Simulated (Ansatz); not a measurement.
Task: a single point from an input written key by key of C2H4FNOSi, SMILES FC1([SiH3])N=CO1, with Ansatz 0.2.0 through its Python package. Give the script and its output. Level of theory: B3LYP, def2-SVP basis, multiplicity 1.

Contents of `input.yaml`:
```yaml
crystal:
  periodic: [false, false, false]
  atoms:
    - { symbol: F, position_ang: [-1.5744, -0.3078, 1.0611] }
    - { symbol: C, position_ang: [-0.5619, 0.0768, 0.2933] }
    - { symbol: Si, position_ang: [0.7308, -1.3369, 0.1528] }
    - { symbol: "N", position_ang: [0.0122, 1.4219, 0.6114] }
    - { symbol: C, position_ang: [-0.5056, 1.8348, -0.5156] }
    - { symbol: O, position_ang: [-0.9364, 0.6856, -0.9541] }
    - { symbol: H, position_ang: [1.3462, -1.7207, 1.5] }
    - { symbol: H, position_ang: [0.225, -2.5549, -0.4481] }
    - { symbol: H, position_ang: [1.9169, -0.9223, -0.6557] }
    - { symbol: H, position_ang: [-0.5697, 2.7724, -1.0421] }
basis:
  gaussian: { orbitals: def2-SVP }
hamiltonian:
  xc: b3lyp
```

Script `deck.py`:
```python
"""Run C2H4FNOSi from an input written out key by key."""

import ansatz as az

session = az.Session.from_deck("input.yaml")
report = session.plan(threads=1).execute().report

print(f"E = {report['free_energy_ev']:.6f} eV = {report['free_energy_ev'] / 27.211386246:.7f} Ha")
print("converged:", report["converged"], " doubts:", report["published_state_doubts"] or "none")
symbols = ["F", "C", "Si", "N", "C", "O", "H", "H", "H", "H"]
```

Running `python deck.py` prints:
```text
E = -16259.507125 eV = -597.5258658 Ha
converged: True  doubts: none
```

Reading the output:
- Total energies depend on the basis set; only differences at equal settings carry meaning.
- The geometry is a force-field or estimated start, not a minimum of this method, and the basis set is short of its limit.
- Run time: 3.4 s on 1 thread of Arm Neoverse V1 (shared host), peak memory 0.25 GiB.

(Lines on the test bed's own set-up are left out of the output.)
